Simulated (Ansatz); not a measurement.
Working through relaxations under a series of pressures of TiC, space group Fm-3m

With the Ansatz DFT code, driven from Python.

Run as a notebook:

```python
import warnings

import ansatz as az
import numpy as np
import pandas as pd
```

```python
def edges_and_angles(cell):
    cell = np.asarray(cell)
    a, b, c = np.linalg.norm(cell, axis=1)
    cosines = cell[1] @ cell[2] / (b * c), cell[0] @ cell[2] / (a * c), cell[0] @ cell[1] / (a * b)
    return (a, b, c, *np.degrees(np.arccos(cosines)))
```

```python
warnings.simplefilter('ignore', az.DeckWarning)
```

```python
lattice = az.Lattice.of(
    (0.0, 2.1593, 2.1593),
    (2.1593, 0.0, 2.1593),
    (2.1593, 2.1593, 0.0),
)
sites = [
    ('Ti', (0.0, 0.0, 0.0)),
    ('C', (0.5, 0.5, 0.5)),
]
xtal = az.Crystal(lattice=lattice)
for symbol, position in sites:
    xtal = xtal.atom(symbol, position)
```

```python
len(xtal.resolved().sites)
```

    2

```python
calculation = xtal.calculation()
calculation = calculation.functional('PBEsol')
calculation = calculation.basis(21 * az.Ha)
calculation = calculation.kpoints(13)
calculation = calculation.occupations('gaussian', width=0.15)
```

```python
# H = F + PV, with 1 GPa A^3 = 1/160.21766 eV
rows = []
for pressure in [0, 10, 20, 30, 40]:
    outcome = calculation.relax(cell=True, pressure=pressure).run(threads=1, pin='off')
    cell = outcome.lattice.cell_ang
    n_atoms = len(outcome.lattice.sites)
    volume = abs(np.linalg.det(cell)) / n_atoms
    enthalpy = outcome.report['free_energy_ev'] / n_atoms + pressure * volume / 160.21766
    rows.append((pressure, volume, enthalpy, *edges_and_angles(cell)))
    print(f'{pressure} GPa done: {volume:.4f} A^3/atom')
```

    0 GPa done: 9.8902 A^3/atom
    10 GPa done: 9.5517 A^3/atom
    20 GPa done: 9.2625 A^3/atom
    30 GPa done: 9.0106 A^3/atom
    40 GPa done: 8.7878 A^3/atom

```python
table = pd.DataFrame(rows, columns=['P_GPa', 'V_A3_atom', 'H_eV_atom', 'a', 'b', 'c', 'alpha', 'beta', 'gamma'])
print(table.round(4).to_string(index=False))
p, v = np.array([row[0] for row in rows], float), np.array([row[1] for row in rows])
print('mean bulk modulus between rows (GPa):', np.round(-np.diff(p) / np.diff(np.log(v)), 1))
```

     P_GPa  V_A3_atom  H_eV_atom      a      b      c  alpha  beta  gamma
         0     9.8902 -1361.2125 3.0356 3.0356 3.0356   60.0  60.0   60.0
        10     9.5517 -1360.6060 3.0006 3.0006 3.0006   60.0  60.0   60.0
        20     9.2625 -1360.0191 2.9700 2.9700 2.9700   60.0  60.0   60.0
        30     9.0106 -1359.4490 2.9428 2.9428 2.9428   60.0  60.0   60.0
        40     8.7878 -1358.8937 2.9184 2.9184 2.9184   60.0  60.0   60.0
    mean bulk modulus between rows (GPa): [287.2 325.2 362.7 399.3]

The volume falls from 9.89 Å³ an atom at 0 GPa to 8.79 at 40 GPa, by 11.1 %. Between 0 and 10 GPa, -V dP/dV is about 287 GPa, a mean over that step.

Reading the output:
- Total energies depend on the potentials; only differences at equal settings carry meaning.
- At a fixed pressure a relaxation lowers the enthalpy F + PV, while F alone can rise.
- Edges and angles are those of the cell as typed, here a primitive one, not of the conventional cell.
- Of the deposited cell: the entry's cell lengths or inner coordinates differ somewhat from later room-temperature determinations.
- The starting cell is as deposited in a crystallographic database; the results hold for this polymorph, which needn't be the stable one.
- Symmetry holds the cell in this phase, whether or not it is the stable one at each pressure.
- Finished in 58 s on 1 thread of Intel(R) Xeon(R) Platinum 8259CL CPU @ 2.50GHz (Skylake/Cascade Lake) (shared host), peak memory 0.5 GiB.
